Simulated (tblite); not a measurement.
# C6H10BClO: the cost of one run

The runs use tblite 0.8.0 and PySCF 2.14.0, with density-fitted response routines of our own; the level of theory stands in each step. All values are computed, except where a source is named. Atoms count from 0, in the outputs and in this text.

### Step 1. The molecule as given

19 atoms, charge 0, multiplicity 1; geometry from: force field or distance geometry start.

Bonds of the start (Å): Cl0–C1 1.76, C1–C2 1.54, C2–C3 1.46, C3–C4 1.47, C4–C5 1.50, C5–C6 1.34, C6–B7 1.57, B7–O8 1.47, O8–C2 1.38, C1–H9 1.13, C1–H10 1.09, C2–H11 1.14, C3–H12 1.14, C3–H13 1.12, C4–H14 1.10, C4–H15 1.11, C5–H16 1.09, C6–H17 1.09, B7–H18 1.20.

### Step 2. Relaxing the molecule with GFN2-xTB

What the job is given:

```
{"job": {"kind": "relax", "xc": "GFN2-xTB", "basis": "xTB"}, "charge": 0, "multiplicity": 1}
Cl    -2.828400    -1.066700    -0.741600
C     -1.829400     0.351500    -0.468700
C     -1.013800     0.108200     0.811100
C     -0.131600    -1.059900     0.773800
C      0.703600    -1.279600    -0.421600
C      1.794900    -0.272000    -0.594100
C      1.744000     1.039400    -0.332700
B      0.517800     1.842200     0.219400
O     -0.439300     1.303100     1.189400
H     -2.525100     1.190000    -0.183100
H     -1.215300     0.667500    -1.312500
H     -1.800700    -0.088600     1.609000
H     -0.800900    -1.969300     0.897400
H      0.548900    -1.111900     1.661700
H      1.209200    -2.255000    -0.342900
H      0.110800    -1.336500    -1.352600
H      2.739200    -0.674700    -0.964500
H      2.668800     1.589500    -0.521500
H      0.537500     3.032200     0.066500
```

On the command line:

```sh
$ OMP_NUM_THREADS=1 python probes_run.py task.json out
```

One launch serves the whole session: the jobs run in the order shown.

**Question.** How long does this first job take on 1 thread of Arm Neoverse N1, shared host, and how much memory does it need?

About 1.2 s, with a peak of 0.18 GiB.
